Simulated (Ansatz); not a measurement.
**Cyclo-(H2GeS)2 (Ge₂H₄S₂): geometry, orbitals and charge**

Aim: characterise cyclo-(H2GeS)2 (Ge₂H₄S₂) as a singlet: its structure, frontier levels and distribution of charge.

Computed with Ansatz 0.2.0, Gaussian basis. Level: RKS PBE0-D4/def2-TZVP.

The runs, in order: relaxation at PBE0-D4/def2-SVP; a search for the lowest solution at PBE0-D4/def2-SVP; a single point at PBE0-D4/def2-TZVP.

**1. The system as given**

8 atoms, charge 0, spin multiplicity 1.

Atoms are counted from 1 here; the program's logs count them from 0.

Bond lengths: Ge1–H2 1.523 Å, Ge1–H3 1.523 Å, Ge1–S4 2.241 Å, Ge1–S8 2.241 Å, S4–Ge5 2.241 Å, Ge5–H6 1.523 Å, Ge5–H7 1.523 Å, Ge5–S8 2.241 Å. Angles: H2–Ge1–H3 109.4°, H2–Ge1–S4 112.5°, H2–Ge1–S8 112.5°, H3–Ge1–S4 112.5°, H3–Ge1–S8 112.5°, S4–Ge1–S8 97.0°, Ge1–S4–Ge5 83.0°, S4–Ge5–H6 112.5°, S4–Ge5–H7 112.5°, S4–Ge5–S8 97.0°, H6–Ge5–H7 109.3°, H6–Ge5–S8 112.5°, H7–Ge5–S8 112.6°, Ge1–S8–Ge5 83.0°.

The start is a GFN2-xTB geometry.

**2. Relaxation at PBE0-D4/def2-SVP**

in.yaml

```yaml
crystal:
  periodic: [false, false, false]
  atoms:
    - {symbol: Ge, position_ang: [1.429740, 0.044600, 0.401600]}
    - {symbol: H, position_ang: [2.159210, -1.045410, 1.175400]}
    - {symbol: H, position_ang: [2.394320, 1.185010, 0.105110]}
    - {symbol: S, position_ang: [-0.428640, 0.740220, 1.443850]}
    - {symbol: Ge, position_ang: [-1.429530, -0.044290, -0.401960]}
    - {symbol: H, position_ang: [-2.391290, -1.186580, -0.103230]}
    - {symbol: H, position_ang: [-2.163080, 1.043350, -1.175220]}
    - {symbol: S, position_ang: [0.429270, -0.736910, -1.445540]}
basis:
  gaussian: {orbitals: def2-SVP}
hamiltonian: {xc: pbe0, dispersion: d4}
scf: {lower_state_search: "off"}
output: {orbitals: {seedname: orbitals}}
relax: {f_tol: 0.02, max_steps: 100}
```

The run is started by

```sh
> ansatz run in.yaml --threads 2 --pin off --events-out ev --progress --plain --max-ram 32768MiB --backend cpu
```

After this run come: Searching for the lowest solution, PBE0-D4/def2-SVP; Single point, PBE0-D4/def2-TZVP.

**Question.** What will the summary of the whole plan be? Wanted: point group; commonest bond, hydrogen aside; HOMO, LUMO at PBE0-D4/def2-TZVP; dipole at PBE0-D4/def2-SVP.

**Answer**, as computed:

```
                       quantity                           value
                    point group                             D2h
 commonest bond, hydrogen aside  Ge–S, 4 of mean length 2.243 Å
HOMO, LUMO at PBE0-D4/def2-TZVP                 -7.35, -1.16 eV
     dipole at PBE0-D4/def2-SVP                          0.00 D
```

What this shows: The molecule keeps its bonding pattern by the stored test; the atoms moved 0.02 Å (rms). No usable vibrations, so a minimum isn't proven. The HOMO lies nearest to S4, S8 about 34 % each; 4 H atoms about 7 % each and the LUMO to S4, S8 about 23 % each; Ge1, Ge5 about 15 % each.
